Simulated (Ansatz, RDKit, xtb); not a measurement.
# C5H3FO2: ranking a sample of isomers

A sample of isomers of C5H3FO2 is drawn. Aim: find which of them has the lowest free energy at 298.15 K, then its properties. The sample is small against all isomers, and the most stable one of this formula need not be in it.

The funnel: GFN2-xTB relaxations, single points with a density functional, relaxations at r2SCAN-D4/def2-SVP, harmonic vibrations (at GFN2-xTB), and a last energy at a higher level. All values are calculated.

## (1) Candidates

Isomers were taken from a list of plausible structures; this is a sample, not all of them. That gives 14 candidates.

```
label                SMILES     spin
 c062           O=Cc1cocc1F  singlet
 c212       O=C(O)C#C/C=C/F  singlet
 c460       C#C/C(F)=C/OC=O  singlet
 c467      C=CC(=O)C(F)=C=O  singlet
 c476       C#C/C(=C\F)OC=O  singlet
 c504         O=c1ccoc(F)c1  singlet
 c536       O=CC1=CO/C1=C/F  singlet
 c599         O=CC(=O)C#CCF  singlet
 c617  O=CC1=CC(=O)[C@@H]1F  singlet
 c647         O=Cc1coc(F)c1  singlet
 c673     C#C/C=C(/F)C(=O)O  singlet
 c733        O=c1cc(CF)c1=O  singlet
 c835       O=C(O)C#C/C=C\F  singlet
 c910           O=c1ccocc1F  singlet
```

Candidates are built by distance geometry, with a force field where one applies, in up to four conformers (letters a to d).

Q: Predict the outcome of this search (final energies at CCSD(T)/def2-SVP + MP2/def2-TZVPP - MP2/def2-SVP).

| quantity | value |
| --- | --- |
| lowest structure found | O=c1ccoc(F)c1, singlet |
| next finalist | O=Cc1coc(F)c1, singlet, 6.0 kcal/mol higher in G |
| share at equilibrium, among the finalists | 100.0 % |

The lowest structure found is `O=c1ccoc(F)c1`. The margin of 6.0 kcal/mol over the next finalist is beyond the usual error of the last level; it says nothing of structures that weren't ranked. GFN2-xTB, r2SCAN-D4/def2-SVP, r2SCAN-D4/def2-SVP, relaxed, HF/def2-SVP and MP2/def2-SVP already put its bonding pattern lowest among the structures in one piece; HF/STO-3G favours the singlet O=Cc1coc(F)c1. The search is not exhaustive (a finite list of starts, one conformer a finalist), so a lower isomer can't be ruled out. Only 14 drawn patterns were tried, so whole families of isomers are missing, and the result ranks this sample alone.
